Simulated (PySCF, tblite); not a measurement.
# C5H6BBrCl radical: geometry, infrared bands and EPR parameters

What infrared bands and EPR parameters should C5H6BBrCl radical (`C=C[C@]1(B(Cl)Br)[CH]C1`) show?

Programs: tblite 0.8.0 and PySCF 2.14.0, with density-fitted response routines of our own. Each step states its level of theory. These are calculated values for one molecule in the gas phase, unless marked as measured. Atoms count from 0, in the outputs and in this text.

### Step 1. The starting structure

14 atoms, charge 0, multiplicity 2; geometry from: force field or distance geometry start.

Bonds of the start (Å): C0–C1 1.35, C1–C2 1.48, C2–B3 1.58, B3–Cl4 1.85, B3–Br5 1.99, C2–C6 1.52, C6–C7 1.51, C7–C2 1.51, C0–H8 1.08, C0–H9 1.08, C1–H10 1.09, C6–H11 1.10, C7–H12 1.09, C7–H13 1.10.

### Step 2. Relaxing the molecule with GFN2-xTB

What the job is given:

```
{"job": {"kind": "relax", "xc": "GFN2-xTB", "basis": "xTB"}, "charge": 0, "multiplicity": 2}
C      1.730300    -1.126400     0.361200
C      0.540900    -0.761000     0.894000
C     -0.313200     0.134400     0.080400
B      0.292900     1.514200    -0.395400
Cl     0.327100     2.869500     0.860800
Br     1.418500     1.730700    -2.024300
C     -1.748500     0.236700     0.568400
C     -1.428800    -0.501100    -0.707200
H      2.017800    -0.772600    -0.620600
H      2.392100    -1.778200     0.915700
H      0.256000    -1.120800     1.880200
H     -2.252900     1.213000     0.462300
H     -1.813500    -0.043100    -1.615100
H     -1.419300    -1.595900    -0.682500
```

Run with:

```
OMP_NUM_THREADS=1 python probes_run.py task.json out
```

The driver reads the jobs from task.json and runs them one after another.

**Question.** This job is followed by: GFN2-xTB harmonic vibrations, gas phase; UKS B3LYP, def2-TZVP-core on Br, pcH-1 on B C Cl H, non-relativistic, mean-field spin-orbit, GIAO. What will the session give for the following? strongest single infrared mode (GFN2-xTB); zero-point energy (GFN2-xTB); g(iso) (B3LYP); ⟨S²⟩; largest a(iso); potential on the surface of density 0.002 e/bohr³, 1st and 99th percentile.

The runs gave:

```
                                                                  quantity                 value
                                 strongest single infrared mode (GFN2-xTB)  890 cm⁻¹, 101 km/mol
                                              zero-point energy (GFN2-xTB)         58.8 kcal/mol
                                                            g(iso) (B3LYP)               2.00716
                                                                      ⟨S²⟩    0.753 (exact 0.75)
                                                            largest a(iso)  13C on C6, 283.2 MHz
potential on the surface of density 0.002 e/bohr³, 1st and 99th percentile    -0.67 V and 1.07 V
```

What this shows: Over 90 steps the energy fell by 0.882 eV; of the close pairs, B3–Cl4 changed most, 1.848 to 1.723 Å. All 36 modes are real, so the xTB geometry is a minimum. The strongest single mode, at 890 cm⁻¹, is carried by B3, H13, H9, H12. GFN2-xTB is a fitted tight-binding method: band positions and strengths are rough. Its intensities can rank the bands wrongly. Most of the unpaired spin sits on C6 (0.95 e). The isotropic g lies 4.8 ppt above the free-electron value. The hyperfine terms hold no scalar relativity, which the heavier nuclei need. These values are for one conformer; the search (at its own cheap level) found 2 more, at 0.31, 0.81 kcal/mol, and measured spectra average over such forms.
